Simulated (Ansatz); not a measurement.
## RbSi in Ansatz: convergence with k mesh

Input of the first run (k mesh 3 × 3 × 3); the others differ in this setting and in those tied to it:

The input input.yaml:

```yaml
crystal:
  lattice:
    - [-2.23703712, 2.68462493, 3.68063339]
    - [2.23703712, -2.68462493, 3.68063339]
    - [2.23703712, 2.68462493, -3.68063339]
  atoms:
    - { symbol: Rb, position: [0.010019, 0.0047, 0.004857] }
    - { symbol: Si, position: [0.501724, -0.000785, 0.502063] }
hamiltonian:
  xc: pbesol
  pseudopotentials: { kind: nc, source: spms, xc_functional: pbe }
kpoints:
  mp_grid: { grid: [3, 3, 3] }
scf:
  occupations: { method: gaussian, width: 0.05 }
output:
  forces: true
  stress: true
  eigenvalues: true
```

Potentials or basis: SPMS NC.

Command:

```bash
$ ansatz run input.yaml --threads 2 --pin off --max-ram 5632MiB --backend cpu --events-out ev --progress --plain --runs-dir out
```

The cell isn't the ideal one: atoms moved at random, drawn with an rms of 0.05 Å.

The cell was built by a generator and needn't be a form met in nature.

Hardware: 2 threads of Intel(R) Xeon(R) 6975P-C (Granite Rapids) (shared host).

```tsv
k mesh	energy less the tightest run, at zero smearing (meV/atom)	pressure (GPa)	largest force (eV/Å)	SCF cycles	CPU time (s)	peak memory (GiB)
3 × 3 × 3	0.11	2.17	0.217	6	0.67	0.33
4 × 4 × 4	7.04	2.11	0.177	6	0.98	0.35
5 × 5 × 5	17.37	2.81	0.189	7	2	0.36
6 × 6 × 6	-1.06	2.27	0.192	7	2.9	0.39
7 × 7 × 7	-3.88	2.33	0.183	7	4.2	0.4
9 × 9 × 9	-0.15	2.24	0.185	7	8.6	0.48
11 × 11 × 11	0.69	2.34	0.185	7	15	0.58
13 × 13 × 13	0.00	2.38	0.184	7	24	0.72
```

Against the tightest run, the energy stays within 1 meV/atom from 9 × 9 × 9 on; the pressure stays within 0.1 GPa from 11 × 11 × 11 on; the largest force stays within 0.005 eV/Å from 7 × 7 × 7 on. Meshes of other sizes hit other points, so gaps and Fermi surfaces needn't settle smoothly. The tightest run that finished is the yardstick and may itself not be fully converged.
